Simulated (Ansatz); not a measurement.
**CH₂AlFO: up Jacob's ladder to CCSD(T)**

One table from this session's results is given with a row withheld; the runs are named, their logs left out.

Program: Ansatz 0.2.0, Gaussian basis. Level of theory: functionals in def2-TZVPP, the program's frozen cores in correlated methods. These are calculated values, not measurements.

Plan: LDA (SPW92), PBE-D4, revPBE-D4, BLYP-D4, r2SCAN-D4, B97M-V, PBE0-D4, B3LYP-D4, r2SCANh-D4, r2SCAN0-D4, HSE06-D4, BHLYP-D4, CAM-B3LYP-D4, LC-ωPBE, ωB97X-V, ωB97M-V, B2PLYP, PBE-QIDH; CCSD(T)/def2-SVP; CCSD(T)/def2-TZVPP; MP2/def2-QZVPP; extrapolation to the limit; RPA on PBE.

**Structure used throughout**

All runs share one geometry, relaxed beforehand with PBE0-D4 in a triple-zeta def2 set.

6 atoms, charge 0, spin multiplicity 1.

Atoms are counted from 1 here; the program's logs count them from 0.

Bond lengths: F1–C2 1.372 Å, C2–O3 1.422 Å, C2–Al4 1.898 Å, C2–H5 1.091 Å, O3–Al4 1.723 Å, Al4–H6 1.568 Å. Angles: F1–C2–O3 111.6°, F1–C2–Al4 121.0°, F1–C2–H5 107.3°, O3–C2–Al4 60.5°, O3–C2–H5 113.2°, Al4–C2–H5 130.3°, C2–O3–Al4 73.6°, C2–Al4–O3 45.9°, C2–Al4–H6 176.4°, O3–Al4–H6 136.9°.

Set-up of the first run:

The input, in.yaml:

```yaml
crystal:
  periodic: [false, false, false]
  atoms:
    - {symbol: F, position_ang: [0.791734, -0.939645, 1.414545]}
    - {symbol: C, position_ang: [0.724761, -0.236132, 0.238809]}
    - {symbol: O, position_ang: [-0.160074, -0.851260, -0.689279]}
    - {symbol: Al, position_ang: [-0.867168, 0.663071, -0.271690]}
    - {symbol: H, position_ang: [1.743403, -0.137028, -0.139451]}
    - {symbol: H, position_ang: [-2.190657, 1.436994, -0.599034]}
basis:
  gaussian: {orbitals: def2-TZVPP}
hamiltonian: {xc: lda}
output: {orbitals: {seedname: orbitals}}
```

Run with:

```bash
$ ansatz run in.yaml --threads 2 --pin off --events-out ev --progress --plain --max-ram 4352MiB
```

Among the steps run: LDA; PBE-D4 (GGA); revPBE-D4 (GGA); BLYP-D4 (GGA); r2SCAN-D4 (meta-GGA); B97M-V (meta-GGA); PBE0-D4 (hybrid); B3LYP-D4 (hybrid); r2SCANh-D4 (hybrid); r2SCAN0-D4 (hybrid); HSE06-D4 (hybrid); BHLYP-D4 (hybrid); CAM-B3LYP-D4 (range-separated); LC-ωPBE (range-separated); ωB97X-V (range-separated); ωB97M-V (range-separated); B2PLYP (double hybrid); PBE-QIDH (double hybrid).

One table of the session follows, with a row left open; its other results are not shown here.

It belongs to the step «Orbital energies across the functionals». 

| functional | HOMO (eV) | LUMO (eV) | gap (eV) |
| --- | --- | --- | --- |
| LDA (SPW92) | -5.51 | -2.46 | 3.05 |
| PBE-D4 | -5.35 | -2.23 | 3.12 |
| revPBE-D4 | -5.28 | -2.13 | 3.15 |
| BLYP-D4 | -5.26 | -2.14 | 3.12 |
| r2SCAN-D4 | -5.54 | -1.91 | 3.63 |
| B97M-V | -5.61 | -2.11 | 3.50 |
| PBE0-D4 | -6.58 | -1.49 | 5.09 |
| B3LYP-D4 | -6.41 | -1.72 | 4.68 |
| r2SCANh-D4 | -6.01 | -1.66 | 4.34 |
| r2SCAN0-D4 | -6.71 | -1.30 | 5.42 |
| HSE06-D4 | -6.17 | -1.85 | 4.32 |
| BHLYP-D4 | -7.78 | -0.79 | 6.99 |
| CAM-B3LYP-D4 | -7.96 | -0.60 | 7.37 |
| LC-ωPBE | -9.22 | 0.52 | 9.74 |
| ωB97X-V | -8.89 | 0.41 | 9.30 |
| ωB97M-V | ? | ? | ? |

Q: Estimate the row for ωB97M-V from the others.

The run gave: HOMO (eV): -8.78; LUMO (eV): 0.13; gap (eV): 8.91. In the column «HOMO (eV)» it lies between ωB97X-V (-8.89) and CAM-B3LYP-D4 (-7.96).
